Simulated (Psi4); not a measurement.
# TiH4 (SMILES [H][Ti]([H])([H])[H]): OMP2/aug-cc-pVDZ (density fitting for correlation)

What is the energy change on altering one bond length of TiH4 at OMP2/aug-cc-pVDZ (density fitting for correlation)? 

The results are computed with Psi4 1.11.

1 further run of the same task is left out (it didn't finish).

## (1) The molecule

TiH4: 5 atoms, total charge 0, spin state singlet. SMILES: `[H][Ti]([H])([H])[H]`. The shape comes from GFN2-xTB, which is rough for such elements, and wasn't checked as a minimum.

Bond lengths: Ti1–H2 1.731 Å, Ti1–H3 1.731 Å, Ti1–H4 1.731 Å, Ti1–H5 1.731 Å. Angles: H2–Ti1–H3 109.4°, H2–Ti1–H4 109.4°, H2–Ti1–H5 109.5°, H3–Ti1–H4 109.5°, H3–Ti1–H5 109.5°, H4–Ti1–H5 109.4°.

## (2) The energy at OMP2/aug-cc-pVDZ (density fitting for correlation)

The input, h4ti.xyz:

```xyz
5
H4Ti
Ti    -0.000010    -0.000210    -0.000150
H      0.010960    -0.016820     1.730970
H      1.628940     0.010440    -0.586290
H     -0.824250     1.416520    -0.557510
H     -0.815640    -1.409940    -0.587010
```

The input, job.py:

```python
import psi4

psi4.set_memory(1600000000)
psi4.set_num_threads(1)
psi4.set_output_file('output.dat', False)

with open('h4ti.xyz') as f:
    atoms = ''.join(f.readlines()[2:])
molecule = psi4.geometry('0 1\n' + atoms + 'symmetry c1')

psi4.set_options(dict(puream=True, e_convergence=1e-09, d_convergence=1e-08, scf_type='pk', num_frozen_docc=5))

E = psi4.energy('omp2/aug-cc-pVDZ', molecule=molecule)
print('E =', round(E, 9))
```

Launch:

```
$ python job.py
```

output.dat:

```text
[...]
  Running in c1 symmetry.
[...]
  Nuclear repulsion =   28.021838281682800
[...]
  Multiplicity = 1
[...]
  Nalpha       = 13
  Nbeta        = 13
[...]
    Number of basis functions: 95
[...]
   @RHF iter   1:  -850.52214230239622   -8.03671e-01   3.57247e-03 DIIS/ADIIS
[...]
   @RHF iter   9:  -850.60754913373739   -8.18545e-12   5.82452e-09 DIIS
[...]
    Orbital Energies [Eh]
    ---------------------
    Doubly Occupied:
       1A   -183.506170     2A    -21.674694     3A    -18.041289
       4A    -18.041286     5A    -18.041285     6A     -3.041537
       7A     -1.949420     8A     -1.949411     9A     -1.949407
      10A     -0.478829    11A     -0.450732    12A     -0.450688
      13A     -0.450668
[...]
  @RHF Final Energy:  -850.60754913373739
   => Energetics <=
    Nuclear Repulsion Energy =             28.0218382816828004
    One-Electron Energy =               -1217.2079476438063921
    Two-Electron Energy =                 338.5785602283860385
    Total Energy =                       -850.6075491337373933
[...]
 Multipole Moments:
 ------------------------------------------------------------------------------------
     Multipole            Electronic (a.u.)      Nuclear  (a.u.)        Total (a.u.)
 ------------------------------------------------------------------------------------
 L = 1.  Multiply by 2.5417464519 to convert [e a0] to [Debye]
 Dipole X            :         -0.0000919            0.0000469           -0.0000450
 Dipole Y            :         -0.0014930            0.0009746           -0.0005184
 Dipole Z            :         -0.0010871            0.0007122           -0.0003750
 Magnitude           :                                                    0.0006414
[...]
	Warning: cc_lambda option is changed to TRUE
	For this residual convergence, default PCG convergence is:     1.00e-07
[...]
	DF-MP2 Total Energy (a.u.)         :  -850.95598610969523
[...]
	DF-MP2 Total Energy (a.u.)         :  -850.97234007629129
[...]
	DF-OMP2 Total Energy (a.u.)        :  -850.97234007629220
[...]
```

On the terminal:

```text
E = -850.972340076
```

Wall time 34 s (1 thread of INTEL XEON PLATINUM 8581C at 2.30GHz (Emerald Rapids), shared host); peak memory 1.4 GiB.

## (3) The distorted shape, same level

The input, input.json:

```json
{
 "schema_name": "qcschema_input",
 "schema_version": 1,
 "molecule": {
  "schema_name": "qcschema_molecule",
  "schema_version": 2,
  "symbols": ["Ti", "H", "H", "H", "H"],
  "geometry": [0.77873913, -1.33895033, 0.52632085, 0.79946942, -1.37033868, 3.79766354, 3.8570085, -1.31882474, -0.58132322, -1.55760676, 2.67683485, -1.05354121, -0.76257819, -4.00295394, -0.58268382],
  "molecular_charge": 0,
  "molecular_multiplicity": 1,
  "fix_symmetry": "c1"
 },
 "driver": "energy",
 "model": {
  "method": "omp2",
  "basis": "aug-cc-pVDZ"
 },
 "keywords": {
  "puream": true,
  "e_convergence": 1e-09,
  "d_convergence": 1e-08,
  "scf_type": "pk",
  "num_frozen_docc": 5
 }
}
```

Launch:

```
$ psi4 --qcschema input.json -n 1 --memory 1600MB
```

stdout:

```text
[...]
  Running in c1 symmetry.
[...]
  Nuclear repulsion =   25.663619495590250
[...]
  Multiplicity = 1
[...]
  Nalpha       = 13
  Nbeta        = 13
[...]
    Number of basis functions: 95
[...]
   @RHF iter   1:  -850.39071571296449   -7.87877e-01   4.26229e-03 ADIIS/DIIS
[...]
   @RHF iter  13:  -850.53298217046597   -2.26237e-11   4.77017e-09 DIIS
[...]
    Orbital Energies [Eh]
    ---------------------
    Doubly Occupied:
       1A   -183.556525     2A    -21.722211     3A    -18.089846
       4A    -18.088929     5A    -18.088925     6A     -3.083598
       7A     -1.990497     8A     -1.990315     9A     -1.990306
      10A     -0.496907    11A     -0.484425    12A     -0.484375
      13A     -0.336240
[...]
  @RHF Final Energy:  -850.53298217046597
   => Energetics <=
    Nuclear Repulsion Energy =             25.6636194955902504
    One-Electron Energy =               -1211.5870037820077414
    Two-Electron Energy =                 335.3904021159516446
    Total Energy =                       -850.5329821704658571
[...]
 Multipole Moments:
 ------------------------------------------------------------------------------------
     Multipole            Electronic (a.u.)      Nuclear  (a.u.)        Total (a.u.)
 ------------------------------------------------------------------------------------
 L = 1.  Multiply by 2.5417464519 to convert [e a0] to [Debye]
 Dipole X            :          0.9750169           -0.3861285            0.5888883
 Dipole Y            :         -1.6775264            0.6647448           -1.0127815
 Dipole Z            :          0.6584481           -0.2604236            0.3980245
 Magnitude           :                                                    1.2373114
[...]
	Warning: cc_lambda option is changed to TRUE
	For this residual convergence, default PCG convergence is:     1.00e-07
[...]
	DF-MP2 Total Energy (a.u.)         :  -850.88663229695601
[...]
	DF-MP2 Total Energy (a.u.)         :  -850.91278715929525
[...]
	DF-OMP2 Total Energy (a.u.)        :  -850.91278715922408
[...]
```

The result, in JSON:

```text
{
 "driver": "energy",
 "model": {
  "method": "omp2",
  "basis": "aug-cc-pVDZ"
 },
 "success": true,
 "return_result": -850.9127871592241,
 "properties": {
  "calcinfo_nbasis": 95,
  "calcinfo_nmo": 95,
  "calcinfo_nalpha": 13,
  "calcinfo_nbeta": 13,
  "calcinfo_natom": 5,
  "nuclear_repulsion_energy": 25.66361949559025,
  "return_energy": -850.9127871592241,
  "scf_one_electron_energy": -1211.5870037820077,
  "scf_two_electron_energy": 335.39040211595164,
  "scf_dipole_moment": [0.588888336574667, -1.0127815453979405, 0.39802445557787025],
  "scf_total_energy": -850.532982170466,
  "scf_iterations": 13,
  "mp2_singles_energy": 0.0,
  "mp2_doubles_energy": -0.35365012649008576,
  "mp2_correlation_energy": -0.353650126490038,
  "mp2_total_energy": -850.886632296956
 }
}
```

Wall time 36 s (1 thread of INTEL XEON PLATINUM 8581C at 2.30GHz (Emerald Rapids), shared host); peak memory 1.4 GiB.

## (4) Summary of results

At OMP2/aug-cc-pVDZ (density fitting for correlation), 5 core orbitals frozen:

| quantity | value |
| --- | --- |
| first shape: total energy | -850.97234 Eh |
| first shape: HOMO energy (Hartree–Fock orbitals) | -12.26 eV |
| first shape: LUMO energy (Hartree–Fock orbitals) | 0.43 eV |
| first shape: HOMO–LUMO gap (Hartree–Fock orbitals) | 12.70 eV |
| first shape: correlation energy (5 core orbitals frozen) | -364.8 mEh |
| distorted shape: total energy | -850.91279 Eh |
| distorted shape: HOMO energy (Hartree–Fock orbitals) | -9.15 eV |
| distorted shape: LUMO energy (Hartree–Fock orbitals) | -0.11 eV |
| distorted shape: HOMO–LUMO gap (Hartree–Fock orbitals) | 9.04 eV |
| distorted shape: correlation energy (5 core orbitals frozen) | -379.8 mEh |
| energy change with the Ti1–H4 bond stretched from 1.731 to 2.597 Å | 1.621 eV |

In words: With the Ti1–H4 bond stretched from 1.731 to 2.597 Å the energy rises by 1.62 eV (156 kJ/mol). The first shape isn't relaxed at this level, so the change isn't measured from a minimum. A restricted reference can't describe the breaking bond well at this length.
